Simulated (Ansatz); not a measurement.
# SnH₆S (built from SMILES [H][H].[SH][SnH3]): a barrier at many levels of theory

How high is the barrier of this step (Sn1–H7 formed, S2–H6 formed, Sn1–S2 broken, H6–H7 broken), and how far do cheaper methods land from CCSD(T)?

The runs use Ansatz 0.2.0, Gaussian basis; single points in def2-TZVPP on PBE0-D4/def2-TZVP structures.

Levels: SPW92, PBE-D4, BLYP-D4, r2SCAN-D4, B97M-V, PBE0-D4, B3LYP-D4, r2SCAN0-D4, BHLYP-D4, CAM-B3LYP-D4, wB97X-V, wB97M-V, B2PLYP, PBE-QIDH, RPA on PBE, Hartree-Fock, MP2, CCSD, CCSD(T). The reference is CCSD(T) at the basis limit, from triple and quadruple zeta. Zero-point energies come from PBE0-D4 vibrations.

Correlated methods freeze the cores. Filled d shells of the heavier atoms are correlated. Core potentials replace the inner electrons past krypton, and spin-orbit coupling is left out. B3LYP uses VWN-RPA correlation. B2PLYP carries no dispersion term here.

81 further runs of the same task are left out: 1 that didn't finish, 80 set aside as unsound or not needed.

## (1) The three structures

Charge 0, multiplicity 1. The folders r, ts and p hold the start, the saddle and the end; their coordinates stand in the first inputs.

```
  pair  r (Å)  ts (Å)  p (Å)
Sn1–H7  4.154   2.000  1.704
 S2–H6  3.146   1.695  1.341
Sn1–S2  2.407   2.798  3.857
 H6–H7  0.748   0.990  3.282
```

## (2) SPW92/def2-TZVPP

Contents of r/in.yaml:

```yaml
crystal:
  periodic: [false, false, false]
  atoms:
    - {symbol: Sn, position_ang: [-1.039119, -0.663703, 0.103989]}
    - {symbol: S, position_ang: [1.098709, -0.659729, 1.209858]}
    - {symbol: H, position_ang: [-0.916088, -1.889976, -1.067967]}
    - {symbol: H, position_ang: [-2.260995, -1.009368, 1.242382]}
    - {symbol: H, position_ang: [-1.309324, 0.860694, -0.609867]}
    - {symbol: H, position_ang: [1.841002, 1.283719, -1.150354]}
    - {symbol: H, position_ang: [1.807443, 1.721852, -1.755524]}
    - {symbol: H, position_ang: [0.778374, 0.356613, 2.027584]}
basis:
  gaussian: {orbitals: def2-TZVPP}
hamiltonian: {xc: lda}
```

Contents of ts/in.yaml:

```yaml
crystal:
  periodic: [false, false, false]
  atoms:
    - {symbol: Sn, position_ang: [-0.811636, -0.214702, -0.393368]}
    - {symbol: S, position_ang: [1.525386, -0.561599, 1.104877]}
    - {symbol: H, position_ang: [-0.508051, -1.609166, -1.309129]}
    - {symbol: H, position_ang: [-1.672915, -0.420444, 1.067729]}
    - {symbol: H, position_ang: [-1.713143, 0.953103, -1.286420]}
    - {symbol: H, position_ang: [1.259214, 0.479217, -0.205825]}
    - {symbol: H, position_ang: [0.738891, 0.936744, -0.913331]}
    - {symbol: H, position_ang: [1.182255, 0.436947, 1.935566]}
basis:
  gaussian: {orbitals: def2-TZVPP}
hamiltonian: {xc: lda}
```

Contents of p/in.yaml:

```yaml
crystal:
  periodic: [false, false, false]
  atoms:
    - {symbol: Sn, position_ang: [-1.185680, 0.059567, -0.830269]}
    - {symbol: S, position_ang: [1.916658, -0.721915, 1.324955]}
    - {symbol: H, position_ang: [-0.637192, -1.481968, -1.296190]}
    - {symbol: H, position_ang: [-1.620623, 0.064628, 0.816593]}
    - {symbol: H, position_ang: [-2.560828, 0.465429, -1.761545]}
    - {symbol: H, position_ang: [2.600445, 0.212146, 0.647091]}
    - {symbol: H, position_ang: [0.023343, 1.226847, -1.114098]}
    - {symbol: H, position_ang: [1.463877, 0.175367, 2.213564]}
basis:
  gaussian: {orbitals: def2-TZVPP}
hamiltonian: {xc: lda}
```

One command serves all of them, each in its own folder.

Started as:

```
$ ansatz run in.yaml --threads 2 --pin off --events-out ev --progress --plain --max-ram 4352MiB
```

After this run come: PBE-D4/def2-TZVPP; BLYP-D4/def2-TZVPP; r2SCAN-D4/def2-TZVPP; B97M-V/def2-TZVPP; PBE0-D4/def2-TZVPP; B3LYP-D4/def2-TZVPP; r2SCAN0-D4/def2-TZVPP; BHLYP-D4/def2-TZVPP; CAM-B3LYP-D4/def2-TZVPP; wB97X-V/def2-TZVPP; wB97M-V/def2-TZVPP; B2PLYP/def2-TZVPP; PBE-QIDH/def2-TZVPP; RPA on PBE/def2-TZVPP; CCSD(T)/def2-TZVPP; MP2/def2-QZVPP; Vibrations of the start structure; Vibrations of the end structure.

Q: Predict the outcome of this session. Wanted: barrier, CCSD(T)/CBS; reverse barrier, CCSD(T)/CBS; step energy, CCSD(T)/CBS; barrier with zero-point energy; step energy with zero-point energy; imaginary mode at the saddle; largest T1 diagnostic.

**Answer**, as computed:

```
                          quantity           value
              barrier, CCSD(T)/CBS   52.1 kcal/mol
      reverse barrier, CCSD(T)/CBS   42.8 kcal/mol
          step energy, CCSD(T)/CBS   +9.3 kcal/mol
    barrier with zero-point energy   52.3 kcal/mol
step energy with zero-point energy  +10.4 kcal/mol
      imaginary mode at the saddle      1356i cm⁻¹
             largest T1 diagnostic           0.015
```

What this shows: The functionals run from wB97M-V, off by -0.2 kcal/mol, to SPW92, off by -16.3 kcal/mol, against CCSD(T)/CBS. Mean unsigned error by rung: LDA 16.3, GGA 8.0, meta-GGA 6.2, hybrid 3.4, range-separated hybrid 0.5, double hybrid 0.5 kcal/mol. PBE-D4 gives a barrier 9.7 kcal/mol too low, outside chemical accuracy (1 kcal/mol). Every functional without exact exchange puts the barrier too low, the usual mark of self-interaction error, which favours the spread-out density of a saddle. The barrier rises with the share of exact exchange, from BLYP-D4 through B3LYP-D4 to BHLYP-D4 (-6.4, -3.1, +1.9 kcal/mol). Hartree-Fock, with no correlation, is off by +12.4 kcal/mol. Zero-point motion raises the barrier by 0.2 kcal/mol.
